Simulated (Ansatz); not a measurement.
**BaZrO3: properties at the relaxed cell**

An exercise on one series of results from a longer session: the logs are not shown, and one member is left open.

Program: Ansatz 0.2.0. Level of theory: DFT PBE, scalar-relativistic, plane waves, PAW. These are calculated values, not measurements.

1 further run of the same task is left out (set aside as unsound or not needed).

## The system as given

It takes space group Pm-3m (No. 221, cubic). The conventional cell has a = 4.227 Å, b = 4.227 Å, c = 4.227 Å, α = 90.00°, β = 90.00°, γ = 90.00°. Ba (site symmetry m-3m) is surrounded by 12 O at 2.99 Å. Zr (site symmetry m-3m) is surrounded by 6 O at 2.11 Å. O (site symmetry 4/mmm) has 2 Zr at 2.11 Å and 4 Ba at 2.99 Å as nearest neighbours.

Coordinates:

```xyz
5
Lattice="4.2272 0.0000 0.0000 0.0000 4.2272 0.0000 0.0000 0.0000 4.2272" Properties=species:S:1:pos:R:3 pbc="T T T"
Ba    0.0000    0.0000    0.0000
Zr    2.1136    2.1136    2.1136
O     0.0000    2.1136    2.1136
O     2.1136    0.0000    2.1136
O     2.1136    2.1136    0.0000
```

This cell was relaxed beforehand with the same method: volume 15.11 Å³/atom, gap on the mesh 3.18 eV.

The first run:

Contents of input.yaml:

```yaml
crystal:
  lattice:
    - [4.2271626521, 0.0, 0.0]
    - [0.0, 4.2271626521, 0.0]
    - [0.0, 0.0, 4.2271626521]
  atoms:
    - { symbol: Ba, position: [0.0, 0.0, 0.0] }
    - { symbol: Zr, position: [0.5, 0.5, 0.5] }
    - { symbol: O, position: [0.0, 0.5, 0.5] }
    - { symbol: O, position: [0.5, 0.0, 0.5] }
    - { symbol: O, position: [0.5, 0.5, 0.0] }
basis:
  ecutwfc: 420
kpoints:
  mp_grid: { grid: [6, 6, 6] }
  band_path:
    path:
      - [[0.0, 0.0, 0.0], [0.0, 0.5, 0.0], [0.5, 0.5, 0.0], [0.0, 0.0, 0.0], [0.5, 0.5, 0.5], [0.0, 0.5, 0.0]]
      - [[0.5, 0.5, 0.5], [0.5, 0.5, 0.0]]
    npoints: 14
hamiltonian:
  xc: pbe
scf:
  occupations: { method: gaussian, width: 0.02 }
  n_extra_bands: 12
output:
  forces: true
  stress: true
  eigenvalues: true
  populations: true
  dos: { projected: true, de: 0.02, nscf_kmesh: { grid: [9, 9, 9] } }
  bader: true
```

Launch:

```sh
ansatz run input.yaml --threads 1 --pin off --max-ram 2560MiB --backend cpu --events-out ev --progress --plain --runs-dir out
```

Steps of the session up to this table: Electronic structure at the relaxed geometry; Band edges anywhere in the zone; Levels beside the edges; The cell as listed, for comparison; The cell scaled to 0.97 of its volume; Point at V/V0 = 1.03; Point at V/V0 = 0.94; The cell scaled to 1.06 of its volume; Point at V/V0 = 0.91; Point at V/V0 = 1.10; The cell scaled to 0.88 of its volume.

One table of the session follows, with a row left open; its other results are not shown here.

It belongs to the step «Equation of state». 

| volume (Å³/atom) | energy above the lowest point (meV/atom) | pressure (GPa) | gap on the mesh (eV) |
| --- | --- | --- | --- |
| 13.294 | 127.9 | 25.36 | 3.46 |
| 13.747 | 67.8 | 17.38 | 3.39 |
| 14.201 | ? | ? | ? |
| 14.654 | 6.8 | 4.88 | 3.25 |
| 15.107 | 0.0 | 0.01 | 3.18 |
| 15.560 | 6.0 | -4.13 | 3.11 |
| 16.013 | 22.8 | -7.66 | 3.04 |
| 16.618 | 59.2 | -11.54 | 2.94 |

**Question.** Estimate the row for volume (Å³/atom) = 14.201.

Worked estimate for «energy above the lowest point (meV/atom)». A straight line through the neighbours (13.747, 67.8) and (14.654, 6.8) gives 67.8 + (6.8 − 67.8) × (14.201 − 13.747) / (14.654 − 13.747) = 37.3; a parabola fitted to 4 rows on both sides gives 28.4.

The run gave: energy above the lowest point (meV/atom): 28.4; pressure (GPa): 10.62; gap on the mesh (eV): 3.32. In «energy above the lowest point (meV/atom)» the line misses by +8.9 and the parabola by 0.0.
